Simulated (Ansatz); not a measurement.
# BiTe (Fm-3m) in Ansatz: convergence with smearing width

Aim: find how far smearing width must go before the results for BiTe settle, at PBE. This setting moves, with any that are tied to it; all else stays.

Everything below comes from runs of Ansatz 0.2.0. Logs are shortened: lines on timing, memory, paths and dates and some standing lists are left out, and cuts for length are marked.

### 1 The crystal as given

It takes space group Fm-3m (No. 225, cubic). The conventional cell has a = 6.470 Å, b = 6.470 Å, c = 6.470 Å, α = 90.00°, β = 90.00°, γ = 90.00°. Bi (site symmetry m-3m) is surrounded by 6 Te at 3.23 Å. Te (site symmetry m-3m) is surrounded by 6 Bi at 3.23 Å.

### 2 With smearing width 0.3 eV

Input file input.yaml:

```yaml
crystal:
  lattice:
    - [0.0, 3.235, 3.235]
    - [3.235, 0.0, 3.235]
    - [3.235, 3.235, 0.0]
  atoms:
    - { symbol: Bi, position: [0.0, 0.0, 0.0] }
    - { symbol: Te, position: [0.5, 0.5, 0.5] }
hamiltonian:
  xc: pbe
  pseudopotentials: { kind: nc, accuracy: standard }
kpoints:
  mp_grid: { grid: [6, 6, 6] }
scf:
  occupations: { method: methfessel_paxton, width: 0.3 }
output:
  forces: true
  stress: true
  eigenvalues: true
```

Potentials or basis: PseudoDojo standard (PBE files).

Started as:

```console
ansatz run input.yaml --threads 2 --pin off --max-ram 5632MiB --backend cpu --events-out ev --progress --plain --runs-dir out
```

Run time: 5.6 s. Hardware: 2 threads of Intel Xeon Platinum 8259CL at 2.50GHz (Skylake/Cascade Lake), shared host; peak memory 0.5 GiB.

Results:

```yaml
Free_energy: -5077.4157 eV
Pressure: 0.8 GPa
Band_gap_on_the_k_mesh: none (metal or under the smearing width)
```

### 3 With smearing width 0.2 eV

Edit input.yaml of step 2 so:

```diff
@@ -14,3 +14,3 @@
 scf:
-  occupations: { method: methfessel_paxton, width: 0.3 }
+  occupations: { method: methfessel_paxton, width: 0.2 }
 output:
```

Potentials or basis: PseudoDojo standard (PBE files).

Started as:

```console
ansatz run input.yaml --threads 2 --pin off --max-ram 5632MiB --backend cpu --events-out ev --progress --plain --runs-dir out
```

It took 2.1 s on 2 threads of Intel Xeon Platinum 8259CL at 2.50GHz (Skylake/Cascade Lake), shared host; peak memory 0.49 GiB.

What came out:

* Free energy: -5077.4109 eV
* Pressure: 0.8 GPa
* Band gap on the k mesh: none (metal or under the smearing width)

### 4 With smearing width 0.15 eV

Edit input.yaml of step 3 so:

```diff
@@ -14,3 +14,3 @@
 scf:
-  occupations: { method: methfessel_paxton, width: 0.2 }
+  occupations: { method: methfessel_paxton, width: 0.15 }
 output:
```

Started as:

```console
ansatz run input.yaml --threads 2 --pin off --max-ram 5632MiB --backend cpu --events-out ev --progress --plain --runs-dir out
```

Wall time 2.1 s (2 threads of Intel Xeon Platinum 8259CL at 2.50GHz (Skylake/Cascade Lake), shared host); peak memory 0.49 GiB.

Results:

```
Free energy            : -5077.4094 eV
Pressure               : 0.9 GPa
Band gap on the k mesh : none (metal or under the smearing width)
```

### 5 With smearing width 0.1 eV

Edit input.yaml of step 4 so:

```diff
@@ -14,3 +14,3 @@
 scf:
-  occupations: { method: methfessel_paxton, width: 0.15 }
+  occupations: { method: methfessel_paxton, width: 0.1 }
 output:
```

Started as:

```console
ansatz run input.yaml --threads 2 --pin off --max-ram 5632MiB --backend cpu --events-out ev --progress --plain --runs-dir out
```

Run time: 2.1 s. Hardware: 2 threads of Intel Xeon Platinum 8259CL at 2.50GHz (Skylake/Cascade Lake), shared host; peak memory 0.48 GiB.

What came out:

```
Free energy            : -5077.4084 eV
Pressure               : 0.9 GPa
Band gap on the k mesh : none (metal or under the smearing width)
```

### 6 With smearing width 0.05 eV

Edit input.yaml of step 5 so:

```diff
@@ -14,3 +14,3 @@
 scf:
-  occupations: { method: methfessel_paxton, width: 0.1 }
+  occupations: { method: methfessel_paxton, width: 0.05 }
 output:
```

Potentials or basis: PseudoDojo standard (PBE files).

Started as:

```console
ansatz run input.yaml --threads 2 --pin off --max-ram 5632MiB --backend cpu --events-out ev --progress --plain --runs-dir out
```

It took 1.9 s on 2 threads of Intel Xeon Platinum 8259CL at 2.50GHz (Skylake/Cascade Lake), shared host; peak memory 0.49 GiB.

Results (log left out):

| Property | Result |
| --- | --- |
| Free energy | -5077.4079 eV |
| Pressure | 1.0 GPa |
| Band gap on the k mesh | none (metal or under the smearing width) |

### 7 With smearing width 0.025 eV

Edit input.yaml of step 6 so:

```diff
@@ -14,3 +14,3 @@
 scf:
-  occupations: { method: methfessel_paxton, width: 0.05 }
+  occupations: { method: methfessel_paxton, width: 0.025 }
 output:
```

Started as:

```console
ansatz run input.yaml --threads 2 --pin off --max-ram 5632MiB --backend cpu --events-out ev --progress --plain --runs-dir out
```

Run time: 1.9 s. Hardware: 2 threads of Intel Xeon Platinum 8259CL at 2.50GHz (Skylake/Cascade Lake), shared host; peak memory 0.49 GiB.

The run converged. Its results:

```
Free energy            : -5077.4081 eV
Pressure               : 1.0 GPa
Band gap on the k mesh : none (metal or under the smearing width)
```

### 8 With smearing width 0.01 eV

Edit input.yaml of step 7 so:

```diff
@@ -14,3 +14,3 @@
 scf:
-  occupations: { method: methfessel_paxton, width: 0.025 }
+  occupations: { method: methfessel_paxton, width: 0.01 }
 output:
```

Started as:

```console
ansatz run input.yaml --threads 2 --pin off --max-ram 5632MiB --backend cpu --events-out ev --progress --plain --runs-dir out
```

Wall time 1.9 s (2 threads of Intel Xeon Platinum 8259CL at 2.50GHz (Skylake/Cascade Lake), shared host); peak memory 0.49 GiB.

It converged, with:

```
Free energy            : -5077.4080 eV
Pressure               : 1.0 GPa
Band gap on the k mesh : none (metal or under the smearing width)
```

### 9 With smearing width 0.005 eV

Edit input.yaml of step 8 so:

```diff
@@ -14,3 +14,3 @@
 scf:
-  occupations: { method: methfessel_paxton, width: 0.01 }
+  occupations: { method: methfessel_paxton, width: 0.005 }
 output:
```

Potentials or basis: PseudoDojo standard (PBE files).

Started as:

```console
ansatz run input.yaml --threads 2 --pin off --max-ram 5632MiB --backend cpu --events-out ev --progress --plain --runs-dir out
```

Output:

```text
Warning: RAYON_NUM_THREADS=2 ignored (pool sized by the plan → 2); use --threads N
Engine: ansatz 0.2.0, x86_64-unknown-linux-gnu
Pseudopotentials: kind: nc
Pseudopotential: Bi, nc, valence charge 15, recommended cutoff 897.975746 eV (normal), Bi.nc.azcp (PseudoDojo's, or run here from an input of PseudoDojo's; its table is named by hamiltonian.pseudopotentials.accuracy)
Pseudopotential: Te, nc, valence charge 16, recommended cutoff 1120 eV (normal), Te.nc.azcp (PseudoDojo's, or run here from an input of PseudoDojo's; its table is named by hamiltonian.pseudopotentials.accuracy)
Functional definition: PBE
  parameter kappa = 0.804
  parameter beta = 0.06672455060314922
  exchange = pbe_x(kappa = kappa, mu = beta*pi^2/3)
  correlation = pbe_c(beta = beta)
Crystal: 2 atoms, lattice volume = 67.710 Å³
Basis set: ecut = 1120 eV, 5769 PW (Γ), exchange–correlation on 100×100×100 points (8 copies of the dense FFT grid, shifted against one another)
Bands: 20, of which v1, the nominal top of the filled ones, is band 16 counted from 1 (15 counted from 0)
Symmetry: 48 space group operations
Space group: Fm-3m (ITA 225), of the structure as read, at distance tolerance 4.1e-5 Å
k-points: 16 of 216
Non-local potential: Bi, projectors of the file, l = 0: 3, l = 1: 2, l = 2: 2, l = 3: 1
Non-local potential: Te, projectors of the file, l = 0: 3, l = 1: 2, l = 2: 2, l = 3: 2
Initial density: superposition of atomic densities (chi_scale 0.1, normalization cell, long waves kept (reshape's long-wave potential 0.00 eV rms))
Initial wavefunctions: pseudopotential atomic-orbital guess
Functional: x = pbe(κ = 0.804, μ = 0.2195149727645171), c = pbe(β = 0.06672455060314922)
SCF iter   1: F=—  HF=-5077.407028 eV  |F-HF|=—  |Δ(HF+E_count)|=         —  Δρ=9.90e-3  dr2=7.24e-2  ethr=3.10e-3  ⟨swp⟩=6.6  Hψ=1614  notcnv=0
preconditioner: auto → none  [insulator: Δε(μ)=0.056 eV  Ē_g=9.476 eV  σ=0.005 eV  W_gap=0.67  n_scr=14 (ndim 8)  ℏωp=15.0 eV  f_vac=0.001  D(μ)=8.76/eV (n_scr^D=136)  ε∞_Penn≈3.5]
SCF iter   2: F=—  HF=-5077.406420 eV  |F-HF|=—  |Δ(HF+E_count)|=   6.09e-4  S|Δr|=    0.00e0  Δρ=4.89e-3  dr2=1.41e-2  ethr=2.33e-4  ⟨swp⟩=2.4  Hψ=560  notcnv=0  defer=10
SCF iter   3: F=—  HF=-5077.407802 eV  |F-HF|=—  |Δ(HF+E_count)|=   1.38e-3  S|Δr|=    0.00e0  Δρ=2.19e-3  dr2=3.49e-3  ethr=4.54e-5  ⟨swp⟩=3.7  Hψ=610  notcnv=0  defer=10
SCF iter   4: F=—  HF=-5077.408050 eV  |F-HF|=—  |Δ(HF+E_count)|=   2.48e-4  S|Δr|=    0.00e0  Δρ=2.83e-4  dr2=3.12e-5  ethr=1.13e-5  ⟨swp⟩=2.2  Hψ=441  notcnv=0  defer=10
SCF iter   5: F=—  HF=-5077.407998 eV  |F-HF|=—  |Δ(HF+E_count)|=   5.17e-5  S|Δr|=    0.00e0  Δρ=3.84e-5  dr2=4.54e-7  ethr=1.01e-7  ⟨swp⟩=2.8  Hψ=520  notcnv=0  defer=10
SCF iter   6: F=-5077.407999 eV  HF=-5077.407999 eV  |F-HF|=2.36e-8  |Δ(HF+E_count)|=   4.60e-7  S|Δr|=    0.00e0  Δρ=1.07e-5  dr2=2.47e-8  ethr=3.23e-10  ⟨swp⟩=8.7  Hψ=1615  notcnv=0
SCF 1 converged in 6 iterations: F = -5077.407999 eV  dr2 = 2.47e-8
SCF converged after 6 iterations
Stability not checked: this state was not tested for a lower state beside it, because cold or Methfessel-Paxton smearing, or corrected tetrahedra, fill the levels in a way that the test cannot read (fill_not_monotonic; see scf.lower_state_search)
Free energy (F): -5077.407999 eV
Harris-Foulkes:  -5077.407999 eV  (|F-HF|=2.36e-8)
Internal energy: -5077.407960 eV  (E = F + TS)
E sigma→0 (E₀):  -5077.407989 eV
Entropy (-TS):   -0.000038 eV (-0.019 meV/atom)
Fermi energy:    9.898005 eV
--- Per-component energies (eV) ---
  E_band       = -357.253953
  E_kinetic    = 2613.877403
  E_local      = -3365.646327  (includes V_loc(G=0)·N_el)
  E_nonlocal   = -1221.547794
  E_hartree    = 1182.797135
  E_xc         = -1250.732651
  E_vxc        = -749.535408  (∫ρ·V_xc dr)
  E_ewald      = -3036.155726
  E_smearing   = -0.000038  (= −TS)
  E_closure    = -0.000000  (closes the sum)
  Σ components = -5077.407999   (vs F -5077.407999, Δ=0.00e0)
--- Forces (eV/Å), atoms counted from 1 ---
  atom   1  Bi    -0.00000000     0.00000000    -0.00000000
  atom   2  Te     0.00000000     0.00000000    -0.00000000
  max |Σ_I F_I| component: 6.53e-29 eV/Å
--- Stress (GPa, compression-positive) ---
        1.023509       0.000000       0.000000
        0.000000       1.023509       0.000000
        0.000000       0.000000       1.023509
  P = ⅓ Tr σ = 1.0235 GPa (10.235 kbar)
--- Band table (eV; the first three rows and the last of 16) ---
  k-point 0: bands = ["-27.2340", "-27.2340", "-27.2340", "-27.2332", "-27.2332", "-13.1137", "-13.1137", "-13.1124", "-13.1124", "-13.1124", "-3.4859", "1.9008", "7.4959", "7.4959", "7.4959", "12.1871", "12.1871", "12.1871", "14.7337", "14.7337"]
  k-point 1: bands = ["-27.2340", "-27.2339", "-27.2339", "-27.2332", "-27.2332", "-13.1150", "-13.1150", "-13.1119", "-13.1107", "-13.1107", "-3.2387", "1.3153", "7.5794", "7.5794", "7.7232", "11.2151", "11.3516", "11.3516", "14.5975", "15.2263"]
  k-point 2: bands = ["-27.2338", "-27.2338", "-27.2338", "-27.2330", "-27.2330", "-13.1178", "-13.1178", "-13.1111", "-13.1072", "-13.1072", "-2.5179", "0.0208", "7.8518", "7.8518", "8.1267", "9.8964", "10.0750", "10.0750", "15.5108", "16.6033"]
  k-point 15: bands = ["-27.2340", "-27.2335", "-27.2334", "-27.2332", "-27.2329", "-13.1252", "-13.1125", "-13.1124", "-13.1057", "-13.1021", "-1.4214", "-0.5159", "4.7046", "5.4983", "7.4630", "11.0275", "13.3117", "14.1742", "14.4742", "16.7010"]
```

Run time: 2 s. Hardware: 2 threads of Intel Xeon Platinum 8259CL at 2.50GHz (Skylake/Cascade Lake), shared host; peak memory 0.49 GiB.

Results:

```
Free energy            : -5077.4080 eV
Pressure               : 1.0 GPa
Band gap on the k mesh : none (metal or under the smearing width)
```

### 10 The series at a glance

```tsv
smearing width	energy less the tightest run, at zero smearing (meV/atom)	pressure (GPa)	SCF cycles	CPU time (s)	peak memory (GiB)
0.3 eV	-2.02	0.78	7	4.1	0.5
0.2 eV	-0.49	0.84	7	4	0.49
0.15 eV	-0.22	0.87	7	4	0.49
0.1 eV	0.03	0.90	7	4	0.48
0.05 eV	0.00	0.98	6	3.7	0.49
0.025 eV	-0.03	1.02	6	3.7	0.49
0.01 eV	-0.02	1.03	6	3.8	0.49
0.005 eV	0.00	1.02	6	3.8	0.49
```

Against the tightest run, the energy stays within 1 meV/atom from 0.2 eV on; the pressure stays within 0.1 GPa from 0.05 eV on. Narrower smearing needs a denser k mesh, so at a fixed mesh the narrowest width isn't the most accurate. The tightest run that finished is the yardstick and may itself not be fully converged.

Caveats: spin-orbit coupling is left out, which moves the levels of the heavy elements.
